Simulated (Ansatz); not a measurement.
# Cl2H2Si: the cost of one run

Program: Ansatz 0.2.0, Gaussian basis. Level of theory: PBE0-D4/def2-TZVP structures, single points in def2-TZVPP, no counterpoise correction. These are calculated values, not measurements.

Levels: SPW92, PBE-D4, BLYP-D4, r2SCAN-D4, B97M-V, PBE0-D4, B3LYP-D4, r2SCAN0-D4, BHLYP-D4, CAM-B3LYP-D4, wB97X-V, wB97M-V, B2PLYP, PBE-QIDH, RPA on PBE, Hartree-Fock, MP2, CCSD, CCSD(T).

Cores are frozen in the correlated methods. B3LYP uses VWN-RPA correlation. B2PLYP carries no dispersion term here.

113 further runs of the same task are left out: 113 set aside as unsound or not needed.

## (1) The starting structure

The complex: 11 atoms, charge 0, spin multiplicity 1.

Atoms are counted from 1 here; the program's logs count them from 0.

Bond lengths: Si1–Cl2 2.273 Å, Si1–H3 1.468 Å, Si1–H4 1.467 Å, Si1–Cl5 2.210 Å, Si1–O7 1.787 Å, H6–O7 1.048 Å, O7–H10 0.970 Å, H8–O9 0.982 Å, O9–H11 0.962 Å. Angles: Cl2–Si1–H3 90.3°, Cl2–Si1–H4 90.2°, Cl2–Si1–Cl5 171.0°, Cl2–Si1–O7 86.5°, H3–Si1–H4 126.4°, H3–Si1–Cl5 93.5°, H3–Si1–O7 117.0°, H4–Si1–Cl5 94.0°, H4–Si1–O7 116.5°, Cl5–Si1–O7 84.5°, Si1–O7–H6 124.7°, Si1–O7–H10 109.7°, H6–O7–H10 117.3°, H8–O9–H11 106.6°.

As a file:

```xyz
11
charge 0, multiplicity 1
Si   -0.3225    1.3108   -0.5178
Cl   -0.9486   -0.5368   -1.6839
H     0.7140    1.5997   -1.5167
H    -1.7068    1.7962   -0.5337
Cl    0.3785    2.8847    0.8655
H     0.3383   -0.8239    0.6777
O     0.1156    0.1926    0.8050
H     0.1555   -2.0568   -0.5986
O     0.5851   -2.1791    0.2760
H     0.6065    0.6727    1.4907
H     0.0845   -2.8600    0.7356
```

Its parts: SiH2Cl2 holds atoms 1, 2, 3, 4, 5; H2O holds atoms 6, 7, 10; H2O holds atoms 8, 9, 11. Each part counts its atoms afresh in its own runs.

## (2) Relaxing SiH2Cl2 alone

File relax-a/in.yaml:

```yaml
crystal:
  periodic: [false, false, false]
  atoms:
    - {symbol: Si, position_ang: [-0.322502, 1.310753, -0.517759]}
    - {symbol: Cl, position_ang: [-0.948647, -0.536831, -1.683895]}
    - {symbol: H, position_ang: [0.713959, 1.599680, -1.516723]}
    - {symbol: H, position_ang: [-1.706784, 1.796209, -0.533700]}
    - {symbol: Cl, position_ang: [0.378528, 2.884725, 0.865513]}
basis:
  gaussian: {orbitals: def2-TZVP}
hamiltonian: {xc: pbe0, dispersion: d4}
relax: {f_tol: 0.005, max_steps: 200}
```

The run is started by

```
$ ansatz run in.yaml --threads 8 --pin off --events-out ev --progress --plain --max-ram 19148MiB
```

**Question.** How long does this run take on 8 threads of Intel Xeon at 2.50GHz, shared host?

About 14 s.
